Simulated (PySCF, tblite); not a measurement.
# C₆H₁₃N: a rotation path, then NMR shifts on frames, part 1 of 2

Aim: move C₆H₁₃N (`CCNCC1CC1`) away from its starting geometry and see how NMR shifts follow the geometry.

Computed with tblite 0.8.0 and PySCF 2.14.0, with density-fitted response routines of our own, on a single molecule in the gas phase. Atoms are numbered from 0 throughout.

## Step 1: The molecule as given

20 atoms, charge 0, multiplicity 1; geometry from: GFN2-xTB.

Bonds of the start (Å): C0–C1 1.52, C1–N2 1.45, N2–C3 1.45, C3–C4 1.51, C4–C5 1.50, C5–C6 1.50, C6–C4 1.50, C0–H7 1.09, C0–H8 1.09, C0–H9 1.09, C1–H10 1.11, C1–H11 1.10, N2–H12 1.02, C3–H13 1.10, C3–H14 1.11, C4–H15 1.08, C5–H16 1.08, C5–H17 1.08, C6–H18 1.08, C6–H19 1.08.

## Step 2: A band between two rotamers with GFN2-xTB

The job: settings as JSON, then the geometry in Å.

```
{"job": {"kind": "neb", "xc": "GFN2-xTB", "basis": "xTB", "atoms": [2, 3, 4, 6], "turn": 120}, "charge": 0, "multiplicity": 1}
C      3.178606     0.354799     0.558590
C      1.979771    -0.579206     0.477829
N      0.815403     0.136864    -0.004477
C     -0.387546    -0.673685    -0.047338
C     -1.556441     0.164763    -0.502500
C     -2.336144     0.960309     0.501342
C     -2.955063    -0.238461    -0.151708
H      3.011781     1.127790     1.306103
H      3.335071     0.833721    -0.403940
H      4.073165    -0.200503     0.827885
H      1.804583    -1.047906     1.465435
H      2.185904    -1.384513    -0.235415
H      0.648640     0.950520     0.582409
H     -0.210831    -1.486059    -0.762197
H     -0.619167    -1.135493     0.931334
H     -1.395349     0.618357    -1.472018
H     -2.060102     0.879218     1.542539
H     -2.690685     1.941291     0.223669
H     -3.091575    -1.126904     0.446342
H     -3.735169    -0.084223    -0.881002
```

With the program's defaults for keys left out, this is: GFN2-xTB climbing-image nudged elastic band, gas phase.

Command:

```bash
$ OMP_NUM_THREADS=1 python probes_run.py task.json out
```

This one command runs all jobs of the session in turn.

The program printed:

```text
image   E - E0 / eV
  0       0.0000
  1       0.0156
  2       0.0553
  3       0.1108
  4       0.1520
  5       0.1439
  6       0.1004
  7       0.0646
  8       0.0529
```

Run time: 3.2 s. Hardware: 1 thread of Arm Neoverse V1, shared host; peak memory 0.18 GiB.

The final band, with the dihedral N2–C3–C4–C6:

```
image  dihedral (°)  energy (eV)  energy (kcal/mol)
    0          -157        0.000                0.0
    1          -143        0.016                0.4
    2          -130        0.055                1.3
    3          -116        0.111                2.6
    4          -101        0.152                3.5
    5           -86        0.144                3.3
    6           -70        0.100                2.3
    7           -55        0.065                1.5
    8           -41        0.053                1.2
```

## Step 3: Nuclear shieldings: image 0, PBE0/pcSseg-1

The job: settings as JSON, then the geometry in Å.

```
{"job": {"kind": "nmr", "xc": "PBE0", "basis": "pcSseg-1", "pop": false}, "charge": 0, "multiplicity": 1}
C      3.178600     0.354800     0.558600
C      1.979800    -0.579200     0.477800
N      0.815400     0.136900    -0.004500
C     -0.387500    -0.673700    -0.047300
C     -1.556400     0.164800    -0.502500
C     -2.336100     0.960300     0.501300
C     -2.955100    -0.238500    -0.151700
H      3.011800     1.127800     1.306100
H      3.335100     0.833700    -0.403900
H      4.073200    -0.200500     0.827900
H      1.804600    -1.047900     1.465400
H      2.185900    -1.384500    -0.235400
H      0.648600     0.950500     0.582400
H     -0.210800    -1.486100    -0.762200
H     -0.619200    -1.135500     0.931300
H     -1.395300     0.618400    -1.472000
H     -2.060100     0.879200     1.542500
H     -2.690700     1.941300     0.223700
H     -3.091600    -1.126900     0.446300
H     -3.735200    -0.084200    -0.881000
```

With the program's defaults for keys left out, this is: GIAO PBE0/pcSseg-1 NMR shielding, non-relativistic, gas phase.

The program printed:

```text
coarse grid: 15640 points
cycle   1  E = -290.6960193928  dE =  7.807e-01  |g| = 4.318e-01  |ddm| = 3.763e+00
cycle   2  E = -290.6888658849  dE =  7.154e-03  |g| = 4.833e-01  |ddm| = 8.914e-01
cycle   3  E = -290.7467732348  dE = -5.791e-02  |g| = 4.479e-02  |ddm| = 4.903e-01
cycle   4  E = -290.7470505732  dE = -2.773e-04  |g| = 2.466e-02  |ddm| = 5.041e-02
cycle   5  E = -290.7471741045  dE = -1.235e-04  |g| = 5.007e-03  |ddm| = 2.245e-02
cycle   6  E = -290.7471790403  dE = -4.936e-06  |g| = 1.248e-03  |ddm| = 5.288e-03
final grid: 148080 points
cycle   7  E = -290.7885626454  dE = -4.683e-05  |g| = 9.501e-03  |ddm| = 3.196e-02
cycle   8  E = -290.7885563419  dE =  6.304e-06  |g| = 1.084e-02  |ddm| = 1.808e-02
cycle   9  E = -290.7885862591  dE = -2.992e-05  |g| = 4.943e-04  |ddm| = 9.661e-03
cycle  10  E = -290.7885863010  dE = -4.197e-08  |g| = 2.389e-04  |ddm| = 5.664e-04
cycle  11  E = -290.7885863127  dE = -1.166e-08  |g| = 4.250e-05  |ddm| = 2.042e-04
cycle  12  E = -290.7885863130  dE = -3.162e-10  |g| = 1.726e-05  |ddm| = 5.001e-05
converged SCF energy = -290.7885863130

GIAO shielding tensors (ppm)
atom      isotropic    diamagn.    paramagn.     s11        s22        s33       span
  0 C      168.805     245.866     -77.061    154.532    164.418    187.465     32.932
  1 C      137.025     245.061    -108.036    114.667    128.341    168.068     53.402
  2 N      197.929     322.975    -125.046    148.519    219.411    225.857     77.338
  3 C      125.359     245.302    -119.943     98.737    124.175    153.166     54.429
  4 C      172.048     244.452     -72.404    139.313    160.241    216.591     77.279
  5 C      181.102     252.691     -71.590    148.954    176.762    217.589     68.636
  6 C      183.734     256.688     -72.955    157.128    176.954    217.120     59.992
  7 H       30.713      29.654       1.059     26.685     29.308     36.146      9.460
  8 H       30.270      29.221       1.050     26.378     28.547     35.887      9.509
  9 H       30.493      26.706       3.787     26.197     27.577     37.704     11.507
 10 H       28.958      30.993      -2.035     24.667     28.168     34.039      9.371
 11 H       29.045      31.009      -1.965     24.404     28.584     34.146      9.743
 12 H       31.772      37.953      -6.180     22.605     35.474     37.239     14.634
 13 H       28.360      31.926      -3.566     23.460     29.184     32.435      8.975
 14 H       29.967      32.985      -3.018     25.297     31.127     33.478      8.182
 15 H       30.596      31.830      -1.234     24.046     28.370     39.371     15.324
 16 H       31.800      32.215      -0.414     26.767     28.608     40.026     13.259
 17 H       31.282      30.783       0.499     25.731     26.586     41.529     15.799
 18 H       31.627      31.871      -0.244     25.454     28.958     40.469     15.015
 19 H       31.287      30.348       0.939     25.330     26.734     41.798     16.468
```

Run time: 29 s. Hardware: 1 thread of Arm Neoverse V1, shared host; peak memory 0.84 GiB.

Shifts follow as δ = σ(reference) − σ, with reference shieldings (ppm) from runs at the same level and on the same kind of geometry: ¹H TMS 31.72, ¹³C TMS 186.9, ¹⁵N NH3 267.7. The references are single molecules in the gas phase, so shifts against H2O, NH3, PH3, H3PO4 or CFCl3 are not on the usual liquid scales and can be off by tens of ppm. Each atom is listed at this fixed geometry, with no averaging over motion; a spectrum would average atoms that exchange fast.

```
atoms                               environment  σ (ppm)  δ (ppm)
   C3                       sp3 CH2 bonded to N    125.4     61.6
   C1                       sp3 CH2 bonded to N    137.0     49.9
   C0                             methyl carbon    168.8     18.1
   C4                three-membered-ring carbon    172.0     14.9
   C5                three-membered-ring carbon    181.1      5.8
   C6                three-membered-ring carbon    183.7      3.2
  H13        hydrogen on an sp3 CH2 bonded to N    28.36     3.36
  H10        hydrogen on an sp3 CH2 bonded to N    28.96     2.76
  H11        hydrogen on an sp3 CH2 bonded to N    29.04     2.67
  H14        hydrogen on an sp3 CH2 bonded to N    29.97     1.75
   H8               hydrogen on a methyl carbon    30.27     1.45
   H9               hydrogen on a methyl carbon    30.49     1.22
  H15  hydrogen on a three-membered-ring carbon    30.60     1.12
   H7               hydrogen on a methyl carbon    30.71     1.00
  H17  hydrogen on a three-membered-ring carbon    31.28     0.44
  H19  hydrogen on a three-membered-ring carbon    31.29     0.43
  H18  hydrogen on a three-membered-ring carbon    31.63     0.09
  H12             hydrogen on an amine nitrogen    31.77    -0.06
  H16  hydrogen on a three-membered-ring carbon    31.80    -0.08
   N2                            amine nitrogen    197.9     69.8
```

Ring of atoms C4, C5, C6: NICS(0) -43.8, NICS(1) -8.7, NICS(1)zz -22.7 ppm (means of both faces).

In rings of three or four atoms NICS is ruled by the nearby σ bonds, so it says little on aromaticity.

The fields below are evaluated on a grid from the run's orbitals.

Frontier orbitals at PBE0/pcSseg-1, with the share of their density that lies nearest to each atom:

```
orbital  energy (eV)                                                 lies on
   HOMO        -6.33                   N2 62 %; H10, H12, H14 about 8 % each
   LUMO         1.54  H10, H12 about 15 % each; H7, H14, H16 about 11 % each
```

ELF in a plane through or near 9 of the atoms.

Values, 10 rows by 14 columns:
```
0.00 0.00 0.00 0.00 0.00 0.00 0.00 0.00 0.00 0.00 0.00 0.00 0.00 0.00
0.00 0.00 0.00 0.00 0.00 0.00 0.00 0.00 0.00 0.00 0.00 0.00 0.00 0.00
0.00 0.00 0.00 0.12 0.23 0.00 0.01 0.00 0.03 0.92 0.98 0.01 0.00 0.00
0.00 0.00 0.02 0.66 0.86 0.01 0.93 0.07 0.29 0.93 0.97 0.02 0.00 0.00
0.00 0.01 0.77 0.51 0.50 0.11 0.92 0.13 0.73 0.56 0.55 0.14 0.00 0.00
0.00 0.02 0.99 0.91 0.92 0.35 0.45 0.53 0.83 0.79 0.25 0.92 0.06 0.00
0.00 0.00 0.25 0.03 0.92 0.94 0.06 0.74 0.28 0.40 0.51 0.28 0.01 0.00
0.00 0.00 0.00 0.00 0.95 0.94 0.05 0.95 0.17 0.03 0.07 0.01 0.00 0.00
0.00 0.00 0.00 0.00 0.02 0.02 0.00 0.16 0.01 0.00 0.00 0.00 0.00 0.00
0.00 0.00 0.00 0.00 0.00 0.00 0.00 0.00 0.00 0.00 0.00 0.00 0.00 0.00
```
The map spans 13.4 Å across and 8.9 Å up, centred on the molecule. Atoms in the plane (x, y in Å): C0 (-3.2, 0.5), C1 (-2.0, -0.5), N2 (-0.8, 0.1), C3 (0.4, -0.7), C6 (3.0, -0.3), H9 (-4.1, 0.0), H11 (-2.2, -1.4), H12 (-0.7, 1.0), H17 (2.7, 1.9).

On the surface of density 0.002 e/bohr³ the electrostatic potential runs, from the 1st to the 99th percentile, from -1.51 V near N2 to 1.00 V near H12.

## Step 4: NMR shieldings: image 2, PBE0/pcSseg-1

The job: settings as JSON, then the geometry in Å.

```
{"job": {"kind": "nmr", "xc": "PBE0", "basis": "pcSseg-1", "pop": false}, "charge": 0, "multiplicity": 1}
C      3.051200     0.402000     0.752000
C      1.952600    -0.593100     0.406300
N      0.764600     0.109400    -0.036200
C     -0.378300    -0.761400    -0.246000
C     -1.608800     0.042100    -0.605200
C     -2.127800     1.080900     0.346100
C     -2.899900    -0.181400     0.123100
H      2.770300     0.993500     1.621500
H      3.212300     1.075700    -0.085100
H      3.979500    -0.118300     0.972600
H      1.750900    -1.242600     1.280300
H      2.279900    -1.240100    -0.414400
H      0.518900     0.810800     0.657500
H     -0.129600    -1.438100    -1.070800
H     -0.583400    -1.386900     0.643800
H     -1.675900     0.285000    -1.657700
H     -1.626200     1.214300     1.293000
H     -2.517000     1.999400    -0.065700
H     -2.912800    -0.914300     0.916600
H     -3.825500    -0.126400    -0.428800
```

Level: GIAO PBE0/pcSseg-1 NMR shielding, non-relativistic, gas phase.

The program printed:

```text
coarse grid: 15640 points
cycle   1  E = -290.6928870036  dE =  7.838e-01  |g| = 4.327e-01  |ddm| = 3.759e+00
cycle   2  E = -290.6854045204  dE =  7.482e-03  |g| = 4.858e-01  |ddm| = 8.941e-01
cycle   3  E = -290.7437344559  dE = -5.833e-02  |g| = 4.699e-02  |ddm| = 4.931e-01
cycle   4  E = -290.7440520647  dE = -3.176e-04  |g| = 2.479e-02  |ddm| = 5.342e-02
cycle   5  E = -290.7441769308  dE = -1.249e-04  |g| = 5.202e-03  |ddm| = 2.261e-02
cycle   6  E = -290.7441823178  dE = -5.387e-06  |g| = 1.236e-03  |ddm| = 5.641e-03
final grid: 148080 points
cycle   7  E = -290.7856117715  dE = -5.263e-05  |g| = 9.955e-03  |ddm| = 3.647e-02
cycle   8  E = -290.7856044873  dE =  7.284e-06  |g| = 1.140e-02  |ddm| = 1.884e-02
cycle   9  E = -290.7856374989  dE = -3.301e-05  |g| = 5.232e-04  |ddm| = 1.016e-02
cycle  10  E = -290.7856375474  dE = -4.843e-08  |g| = 2.416e-04  |ddm| = 6.054e-04
cycle  11  E = -290.7856375593  dE = -1.196e-08  |g| = 4.475e-05  |ddm| = 2.022e-04
cycle  12  E = -290.7856375597  dE = -3.593e-10  |g| = 1.738e-05  |ddm| = 5.273e-05
converged SCF energy = -290.7856375597

GIAO shielding tensors (ppm)
atom      isotropic    diamagn.    paramagn.     s11        s22        s33       span
  0 C      168.976     246.215     -77.239    154.672    164.505    187.751     33.079
  1 C      137.348     245.242    -107.894    114.268    129.415    168.362     54.094
  2 N      198.113     323.006    -124.893    143.918    216.954    233.467     89.549
  3 C      127.237     245.058    -117.821     99.344    128.575    153.793     54.449
  4 C      172.487     245.835     -73.348    136.819    163.517    217.124     80.305
  5 C      184.601     251.764     -67.163    154.132    179.005    220.667     66.535
  6 C      177.978     256.847     -78.869    147.230    174.554    212.150     64.920
  7 H       30.744      29.845       0.899     26.708     29.398     36.124      9.416
  8 H       30.282      29.340       0.943     26.340     28.619     35.889      9.549
  9 H       30.483      26.803       3.681     26.144     27.546     37.760     11.615
 10 H       29.105      31.022      -1.918     25.005     28.237     34.073      9.069
 11 H       29.075      30.871      -1.796     24.392     28.357     34.476     10.084
 12 H       32.048      38.142      -6.093     22.076     35.759     38.310     16.235
 13 H       28.321      31.598      -3.277     23.858     28.596     32.509      8.651
 14 H       29.779      32.618      -2.839     24.383     30.957     33.997      9.614
 15 H       30.460      31.397      -0.937     23.554     27.972     39.854     16.300
 16 H       31.785      32.667      -0.882     26.408     29.198     39.750     13.342
 17 H       31.404      30.756       0.647     25.588     26.696     41.928     16.340
 18 H       31.549      32.171      -0.622     25.400     29.207     40.040     14.639
 19 H       31.142      30.217       0.925     25.256     26.617     41.553     16.296
```

Wall time 21 s (1 thread of Arm Neoverse V1, shared host); peak memory 0.86 GiB.

This run: δ C3 59.7, C1 49.6, C0 17.9, C4 14.4, H13 3.40, H11 2.64 ppm.

## Step 5: Nuclear shieldings: image 4, PBE0/pcSseg-1

The job: settings as JSON, then the geometry in Å.

```
{"job": {"kind": "nmr", "xc": "PBE0", "basis": "pcSseg-1", "pop": false}, "charge": 0, "multiplicity": 1}
C      2.935900     0.399000     0.917200
C      1.946600    -0.610800     0.351300
N      0.706000     0.070700     0.040900
C     -0.364800    -0.802100    -0.400500
C     -1.664200    -0.047800    -0.641400
C     -2.031700     1.194800     0.118700
C     -2.767700    -0.080700     0.376000
H      2.576500     0.785100     1.869600
H      3.037300     1.231900     0.226400
H      3.910600    -0.054900     1.073000
H      1.801600    -1.439100     1.072000
H      2.339800    -1.045900    -0.573300
H      0.405200     0.564700     0.875500
H     -0.043400    -1.260100    -1.341800
H     -0.538800    -1.627500     0.317900
H     -1.977700    -0.056400    -1.677300
H     -1.366500     1.574500     0.877600
H     -2.541700     1.977200    -0.422600
H     -2.578700    -0.597400     1.306000
H     -3.789400    -0.164500     0.037700
```

Level: GIAO PBE0/pcSseg-1 NMR shielding, non-relativistic, gas phase.

The program printed:

```text
coarse grid: 15640 points
cycle   1  E = -290.6865035181  dE =  7.827e-01  |g| = 4.350e-01  |ddm| = 3.762e+00
cycle   2  E = -290.6785783702  dE =  7.925e-03  |g| = 4.899e-01  |ddm| = 8.924e-01
cycle   3  E = -290.7377024722  dE = -5.912e-02  |g| = 4.864e-02  |ddm| = 4.921e-01
cycle   4  E = -290.7380586694  dE = -3.562e-04  |g| = 2.435e-02  |ddm| = 5.485e-02
cycle   5  E = -290.7381784954  dE = -1.198e-04  |g| = 5.344e-03  |ddm| = 2.142e-02
cycle   6  E = -290.7381841863  dE = -5.691e-06  |g| = 1.205e-03  |ddm| = 5.600e-03
final grid: 148080 points
cycle   7  E = -290.7800129540  dE = -4.872e-05  |g| = 9.818e-03  |ddm| = 3.497e-02
cycle   8  E = -290.7800057148  dE =  7.239e-06  |g| = 1.129e-02  |ddm| = 1.869e-02
cycle   9  E = -290.7800380659  dE = -3.235e-05  |g| = 5.370e-04  |ddm| = 9.999e-03
cycle  10  E = -290.7800381184  dE = -5.248e-08  |g| = 2.383e-04  |ddm| = 6.367e-04
cycle  11  E = -290.7800381298  dE = -1.143e-08  |g| = 4.552e-05  |ddm| = 1.926e-04
cycle  12  E = -290.7800381302  dE = -3.772e-10  |g| = 1.657e-05  |ddm| = 5.259e-05
converged SCF energy = -290.7800381302

GIAO shielding tensors (ppm)
atom      isotropic    diamagn.    paramagn.     s11        s22        s33       span
  0 C      168.550     246.491     -77.941    153.936    164.074    187.640     33.704
  1 C      138.125     245.064    -106.939    116.309    129.569    168.498     52.189
  2 N      201.169     322.748    -121.579    152.682    208.173    242.652     89.970
  3 C      132.075     244.399    -112.324    108.571    132.192    155.462     46.892
  4 C      174.419     246.850     -72.431    136.526    163.892    222.838     86.312
  5 C      183.695     250.976     -67.280    154.736    179.841    216.508     61.772
  6 C      175.747     256.013     -80.265    142.734    174.718    209.790     67.057
  7 H       30.830      29.931       0.899     26.809     29.595     36.087      9.279
  8 H       30.272      29.496       0.776     26.325     28.707     35.785      9.460
  9 H       30.510      26.877       3.633     26.186     27.508     37.836     11.651
 10 H       29.138      30.685      -1.547     25.032     27.972     34.410      9.378
 11 H       29.178      30.761      -1.583     24.609     28.294     34.630     10.022
 12 H       32.576      38.006      -5.430     21.904     36.712     39.111     17.208
 13 H       28.436      31.721      -3.285     23.886     28.609     32.814      8.928
 14 H       29.065      31.801      -2.736     23.602     29.869     33.725     10.123
 15 H       30.475      30.982      -0.507     22.852     28.236     40.337     17.485
 16 H       31.419      32.830      -1.411     25.459     29.824     38.975     13.517
 17 H       31.324      30.267       1.057     25.231     26.637     42.104     16.873
 18 H       31.684      32.322      -0.638     25.706     29.793     39.552     13.846
 19 H       31.033      30.211       0.823     25.212     26.619     41.269     16.057
```

Run time: 21 s. Hardware: 1 thread of Arm Neoverse V1, shared host; peak memory 0.86 GiB.

In short: δ C3 54.9, C1 48.8, C0 18.4, C4 12.5, H13 3.28, H14 2.65 ppm.

(Continued in part 2 of 2.)
